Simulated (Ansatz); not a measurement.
**CH3BrSn: a ladder of functionals and wavefunction methods**

Aim: compute CH3BrSn with functionals from several rungs and with coupled cluster. The yardstick is the atomisation energy at the CCSD(T) limit.

Method: functionals in def2-TZVPP, the program's frozen cores in correlated methods; program: Ansatz 0.2.0, Gaussian basis.

Levels to be run: LDA (SPW92), PBE-D4, revPBE-D4, BLYP-D4, r2SCAN-D4, B97M-V, PBE0-D4, B3LYP-D4, r2SCANh-D4, r2SCAN0-D4, HSE06-D4, BHLYP-D4, CAM-B3LYP-D4, LC-ωPBE, ωB97X-V, ωB97M-V, B2PLYP, PBE-QIDH; CCSD(T)/def2-SVP; CCSD(T)/def2-TZVPP; CCSD(T)/def2-QZVPP; extrapolation to the limit; RPA on PBE.

1 further run of the same task is left out (for a known fault of the program).

## Step 1: Structure used throughout

All runs share one geometry, relaxed beforehand with PBE0-D4 in a triple-zeta def2 set. Sn takes the def2 core potential; no spin-orbit term is included.

SMILES `[CH3][Sn][Br]`, 6 atoms, charge 0, spin multiplicity 1.

Atoms are counted from 1 here; the program's logs count them from 0.

Bond lengths: C1–Sn2 2.178 Å, C1–H4 1.093 Å, C1–H5 1.094 Å, C1–H6 1.092 Å, Sn2–Br3 2.536 Å. Angles: Sn2–C1–H4 109.3°, Sn2–C1–H5 109.2°, Sn2–C1–H6 111.9°, H4–C1–H5 107.5°, H4–C1–H6 109.5°, H5–C1–H6 109.4°, C1–Sn2–Br3 94.1°.

As a file:

```
C    -0.41951    0.47177   -0.31595
Sn    0.25522   -0.26172    1.62115
Br    1.77656   -2.03117    0.62702
H    -0.87025   -0.35100   -0.87753
H     0.44376    0.82544   -0.88663
H    -1.14358    1.28268   -0.21426
```

## Step 2: LDA

This LDA is Slater exchange with PW92 correlation.

Input file in.yaml:

```yaml
crystal:
  periodic: [false, false, false]
  atoms:
    - {symbol: C, position_ang: [-0.419509, 0.471768, -0.315946]}
    - {symbol: Sn, position_ang: [0.255224, -0.261718, 1.621147]}
    - {symbol: Br, position_ang: [1.776560, -2.031169, 0.627021]}
    - {symbol: H, position_ang: [-0.870251, -0.350999, -0.877527]}
    - {symbol: H, position_ang: [0.443760, 0.825443, -0.886631]}
    - {symbol: H, position_ang: [-1.143583, 1.282677, -0.214263]}
basis:
  gaussian: {orbitals: def2-TZVPP}
hamiltonian: {xc: lda}
output: {orbitals: {seedname: orbitals}}
```

On the command line:

```sh
ansatz run in.yaml --threads 2 --pin off --events-out ev --progress --plain --max-ram 32768MiB --backend cpu
```

The runs that follow: PBE-D4 (GGA); revPBE-D4 (GGA); BLYP-D4 (GGA); r2SCAN-D4 (meta-GGA); B97M-V (meta-GGA); B3LYP-D4 (hybrid); r2SCANh-D4 (hybrid); r2SCAN0-D4 (hybrid); HSE06-D4 (hybrid); BHLYP-D4 (hybrid); CAM-B3LYP-D4 (range-separated); LC-ωPBE (range-separated); ωB97X-V (range-separated); ωB97M-V (range-separated); B2PLYP (double hybrid); PBE-QIDH (double hybrid); CCSD(T) in def2-SVP; CCSD(T) in def2-TZVPP; CCSD(T) in def2-QZVPP; RPA on PBE orbitals.

Q: Predict the results of all the runs planned. Wanted: atomisation energy, CCSD(T)/CBS; farthest beyond LDA; mean size of error, GGA; mean size of error, meta-GGA; mean size of error, hybrid; mean size of error, range-separated; mean size of error, double hybrid; gap, smallest and largest; T1 diagnostic.

**Answer**, as computed:

```
                               quantity                                                            value
        atomisation energy, CCSD(T)/CBS                                                        19.743 eV
    functionals within 0.197 eV (1.0 %)  PBE-D4, r2SCAN-D4, B97M-V, PBE0-D4, B3LYP-D4, HSE06-D4, ωB97X-V
                    farthest beyond LDA                                             BHLYP-D4 (-0.676 eV)
                mean size of error, GGA                                                         0.232 eV
           mean size of error, meta-GGA                                                         0.096 eV
             mean size of error, hybrid                                                         0.314 eV
    mean size of error, range-separated                                                         0.320 eV
      mean size of error, double hybrid                                                         0.397 eV
              gap, smallest and largest                             2.09 eV (BLYP-D4), 8.30 eV (LC-ωPBE)
                          T1 diagnostic                                                           0.0120
triples share of the correlation energy                                                            3.3 %
```

**Reading.** The LDA atomisation energy is off by 2.481 eV (13 %): it overbinds. PBE-D4 is off by +0.139 eV. Double hybrids carry the basis error of their MP2 part in triple zeta, and no dispersion term here, so their miss is partly the set-up's. Taken by rung, meta-GGA functionals do best (0.096 eV on average) and double hybrid ones worst beyond LDA (0.397 eV). The reference freezes the cores and leaves out spin-orbit coupling and excitations past (T), and its outer-core shells are covered unevenly, so misses under about 0.197 eV can't be ranked. All levels share the lack of spin-orbit coupling, which lowers the free heavy atoms and so the true binding. Hartree-Fock recovers 72 % of the binding; the rest is correlation. CCSD(T) in def2-SVP is off by -1.506 eV, more than most functionals: a good method in a small basis is no reference. Orbital gaps span 2.1 to 8.3 eV; exact exchange widens them. Correlated methods include outer-core shells of Br, Sn, which these sets cover unevenly.
